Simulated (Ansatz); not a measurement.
# CH₈BNSi: up Jacob's ladder to CCSD(T)

How much do the methods differ for CH₈BNSi? The plan is to run it at one geometry with functionals of several rungs and with coupled cluster. The yardstick is the atomisation energy at the CCSD(T) limit.

Computed with Ansatz 0.2.0, Gaussian basis. Level: functionals in def2-TZVPP, the program's frozen cores in correlated methods.

The runs, in order: LDA (SPW92), PBE-D4, revPBE-D4, BLYP-D4, r2SCAN-D4, B97M-V, PBE0-D4, B3LYP-D4, r2SCANh-D4, r2SCAN0-D4, HSE06-D4, BHLYP-D4, CAM-B3LYP-D4, LC-ωPBE, ωB97X-V, ωB97M-V, B2PLYP, PBE-QIDH; CCSD(T)/def2-SVP; CCSD(T)/def2-TZVPP; MP2/def2-QZVPP; extrapolation to the limit; RPA on PBE.

### 1 Structure used throughout

All runs share one geometry, relaxed beforehand with PBE0-D4 in a triple-zeta def2 set.

SMILES `B[SiH2]CN`, 12 atoms, charge 0, spin multiplicity 1.

Atoms are counted from 1 here; the program's logs count them from 0.

Bond lengths: B1–Si2 2.009 Å, B1–H5 1.197 Å, B1–H6 1.197 Å, Si2–C3 1.887 Å, Si2–H7 1.491 Å, Si2–H8 1.500 Å, C3–N4 1.457 Å, C3–H9 1.103 Å, C3–H10 1.096 Å, N4–H11 1.012 Å, N4–H12 1.012 Å. Angles: Si2–B1–H5 123.2°, Si2–B1–H6 119.9°, H5–B1–H6 116.9°, B1–Si2–C3 114.5°, B1–Si2–H7 110.7°, B1–Si2–H8 106.1°, C3–Si2–H7 110.3°, C3–Si2–H8 108.3°, H7–Si2–H8 106.7°, Si2–C3–N4 111.4°, Si2–C3–H9 108.3°, Si2–C3–H10 107.1°, N4–C3–H9 114.9°, N4–C3–H10 108.8°, H9–C3–H10 106.0°, C3–N4–H11 111.4°, C3–N4–H12 111.0°, H11–N4–H12 107.2°.

### 2 LDA

This LDA is Slater exchange with PW92 correlation.

in.yaml reads:

```yaml
crystal:
  periodic: [false, false, false]
  atoms:
    - {symbol: B, position_ang: [-0.945068, 2.181468, 0.010142]}
    - {symbol: Si, position_ang: [-0.595317, 0.281954, 0.563051]}
    - {symbol: C, position_ang: [0.822019, -0.553798, -0.360803]}
    - {symbol: N, position_ang: [0.953428, -1.953350, 0.020619]}
    - {symbol: H, position_ang: [-0.415382, 2.697857, -0.931106]}
    - {symbol: H, position_ang: [-1.734095, 2.844401, 0.618455]}
    - {symbol: H, position_ang: [-0.375552, 0.194773, 2.035422]}
    - {symbol: H, position_ang: [-1.856898, -0.474036, 0.270669]}
    - {symbol: H, position_ang: [0.683536, -0.377637, -1.440660]}
    - {symbol: H, position_ang: [1.741683, -0.025191, -0.084748]}
    - {symbol: H, position_ang: [1.697395, -2.408031, -0.493957]}
    - {symbol: H, position_ang: [0.101251, -2.463511, -0.172783]}
basis:
  gaussian: {orbitals: def2-TZVPP}
hamiltonian: {xc: lda}
output: {orbitals: {seedname: orbitals}}
```

On the command line:

```console
> ansatz run in.yaml --threads 2 --pin off --events-out ev --progress --plain --max-ram 4352MiB
```

After this run come: PBE-D4 (GGA); revPBE-D4 (GGA); BLYP-D4 (GGA); r2SCAN-D4 (meta-GGA); B97M-V (meta-GGA); PBE0-D4 (hybrid); B3LYP-D4 (hybrid); r2SCANh-D4 (hybrid); r2SCAN0-D4 (hybrid); HSE06-D4 (hybrid); BHLYP-D4 (hybrid); CAM-B3LYP-D4 (range-separated); LC-ωPBE (range-separated); ωB97X-V (range-separated); ωB97M-V (range-separated); B2PLYP (double hybrid); PBE-QIDH (double hybrid); CCSD(T) in def2-SVP; CCSD(T) in def2-TZVPP; MP2 in def2-QZVPP; RPA on PBE orbitals.

Before running them: what should the planned runs give, taken together? Wanted: atomisation energy, CCSD(T)/CBS; farthest beyond LDA; mean size of error, GGA; mean size of error, meta-GGA; mean size of error, hybrid; mean size of error, range-separated; mean size of error, double hybrid; gap, smallest and largest; T1 diagnostic.

**Answer**, as computed:

```
                               quantity                                                               value
        atomisation energy, CCSD(T)/CBS                                                       3981.3 kJ/mol
 functionals within 19.9 kJ/mol (0.5 %)  BLYP-D4, r2SCAN-D4, B97M-V, PBE0-D4, r2SCANh-D4, HSE06-D4, LC-ωPBE
                    farthest beyond LDA                                             BHLYP-D4 (-53.8 kJ/mol)
                mean size of error, GGA                                                         26.2 kJ/mol
           mean size of error, meta-GGA                                                         12.5 kJ/mol
             mean size of error, hybrid                                                         22.8 kJ/mol
    mean size of error, range-separated                                                         26.2 kJ/mol
      mean size of error, double hybrid                                                         29.8 kJ/mol
              gap, smallest and largest                            1.94 eV (LDA (SPW92)), 9.68 eV (LC-ωPBE)
                          T1 diagnostic                                                              0.0108
triples share of the correlation energy                                                               3.5 %
```

What this shows: LDA overbinds by 508.8 kJ/mol (13 %). PBE-D4 is off by +47.4 kJ/mol. Double hybrids carry the basis error of their MP2 part in triple zeta, and no dispersion term here, so their miss is partly the set-up's. Taken by rung, meta-GGA functionals do best (12.5 kJ/mol on average) and double hybrid ones worst beyond LDA (29.8 kJ/mol). Misses under about 19.9 kJ/mol are within the doubt on the reference itself, which lacks core-valence correlation, relativity and higher excitations. Hartree-Fock recovers 74 % of the binding; the rest is correlation. CCSD(T) in def2-SVP is off by -228.6 kJ/mol, worse than the median functional, from the basis alone. The gap grows from 1.9 to 9.7 eV across the functionals, mostly with the share of exact exchange.
